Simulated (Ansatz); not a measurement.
# C2H8GaNSi: the cost of one run

Program: Ansatz 0.2.0, Gaussian basis. Level of theory: the settings change from run to run. These are calculated values, not measurements.

## 1. The molecule

The structure was relaxed beforehand with PBE0-D4 in a triple-zeta def2 set.

SMILES `[GaH2][CH2]N1C[SiH2]1`, 13 atoms, charge 0, spin multiplicity 1.

Atoms are counted from 1 here; the program's logs count them from 0.

Bond lengths: Ga1–C2 1.996 Å, Ga1–H6 1.575 Å, Ga1–H7 1.576 Å, C2–N3 1.439 Å, C2–H8 1.098 Å, C2–H9 1.098 Å, N3–C4 1.470 Å, N3–Si5 1.701 Å, C4–Si5 1.836 Å, C4–H10 1.089 Å, C4–H11 1.097 Å, Si5–H12 1.484 Å, Si5–H13 1.480 Å. Angles: C2–Ga1–H6 121.4°, C2–Ga1–H7 119.5°, H6–Ga1–H7 119.0°, Ga1–C2–N3 117.9°, Ga1–C2–H8 108.7°, Ga1–C2–H9 105.9°, N3–C2–H8 109.9°, N3–C2–H9 108.9°, H8–C2–H9 104.7°, C2–N3–C4 122.8°, C2–N3–Si5 141.2°, C4–N3–Si5 70.3°, N3–C4–Si5 60.7°, N3–C4–H10 116.0°, N3–C4–H11 116.0°, Si5–C4–H10 125.1°, Si5–C4–H11 116.2°, H10–C4–H11 112.7° and more.

## 2. B2GP-PLYP/x2c-TZVPPall

Options: atoms shaken by 0.03 Å.

The input, in.yaml:

```yaml
crystal:
  periodic: [false, false, false]
  atoms:
    - {symbol: Ga, position_ang: [-2.058093, 0.515203, 0.301147]}
    - {symbol: C, position_ang: [-0.878732, -0.880825, -0.528398]}
    - {symbol: N, position_ang: [0.618557, -0.609781, -0.434279]}
    - {symbol: C, position_ang: [1.179359, -0.359590, 0.893606]}
    - {symbol: Si, position_ang: [1.739249, 0.589427, -0.606722]}
    - {symbol: H, position_ang: [-1.534331, 1.915009, 0.848215]}
    - {symbol: H, position_ang: [-3.606496, 0.252400, 0.409731]}
    - {symbol: H, position_ang: [-1.130345, -1.831308, -0.079806]}
    - {symbol: H, position_ang: [-1.130215, -0.840364, -1.558918]}
    - {symbol: H, position_ang: [1.803768, -1.198780, 1.308666]}
    - {symbol: H, position_ang: [0.667819, 0.192812, 1.651139]}
    - {symbol: H, position_ang: [1.368273, 2.054987, -0.643289]}
    - {symbol: H, position_ang: [2.899494, 0.281625, -1.559563]}
basis:
  gaussian: {orbitals: x2c-TZVPPall}
hamiltonian: {xc: {name: B2GP-PLYP}}
output: {forces: true}
```

Command:

```
$ ansatz run in.yaml --threads 4 --pin off --events-out ev --progress --plain --max-ram 10444MiB
```

What time and memory should one allow on 4 threads of Arm Neoverse V1, shared host?

About 34 s, with a peak of 1.1 GiB.
